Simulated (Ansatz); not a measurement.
# Cu3Pd: the cost of one run

Program: Ansatz 0.2.0. Level of theory: DFT LDA, scalar-relativistic, plane waves, PAW. These are calculated values, not measurements.

### 1 The starting structure

Symmetry: Pm-3m, No. 221, cubic system. The conventional cell has a = 3.722 Å, b = 3.722 Å, c = 3.722 Å, α = 90.00°, β = 90.00°, γ = 90.00°. Around Cu (site symmetry 4/mmm) lie 8 Cu at 2.63 Å and 4 Pd at 2.63 Å. Pd (site symmetry m-3m) is surrounded by 12 Cu at 2.63 Å.

As a file:

```xyz
4
Lattice="3.7220 0.0000 0.0000 0.0000 3.7220 0.0000 0.0000 0.0000 3.7220" Properties=species:S:1:pos:R:3 pbc="T T T"
Cu    0.0000    1.8610    1.8610
Cu    1.8610    0.0000    1.8610
Cu    1.8610    1.8610    0.0000
Pd    0.0000    0.0000    0.0000
```

The structure comes from the Crystallography Open Database.

(A quick probe on a coarse mesh, which set the mesh and smearing, is not shown.)

### 3 A loose first relaxation

The input, input.yaml:

```yaml
crystal:
  lattice:
    - [3.722, 0.0, 0.0]
    - [0.0, 3.722, 0.0]
    - [0.0, 0.0, 3.722]
  atoms:
    - { symbol: Cu, position: [0.0, 0.5, 0.5] }
    - { symbol: Cu, position: [0.5, 0.0, 0.5] }
    - { symbol: Cu, position: [0.5, 0.5, 0.0] }
    - { symbol: Pd, position: [0.0, 0.0, 0.0] }
basis:
  ecutwfc: 420
kpoints:
  mp_grid: { grid: [6, 6, 6] }
hamiltonian:
  xc: lda
scf:
  occupations: { method: gaussian, width: 0.1 }
output:
  forces: true
  stress: true
  eigenvalues: true
relax:
  adjacent_minimum: "off"
  f_tol: 0.05
  max_steps: 80
  cell: { stress_tol: 0.5 }
```

The run is started by

```sh
ansatz run input.yaml --threads 1 --pin off --max-ram 3072MiB --backend cpu --events-out ev --progress --plain --runs-dir out
```

Q: Estimate wall time and peak memory on 1 thread of Arm Neoverse V2, shared host.

About 12 s, with a peak of 0.34 GiB.
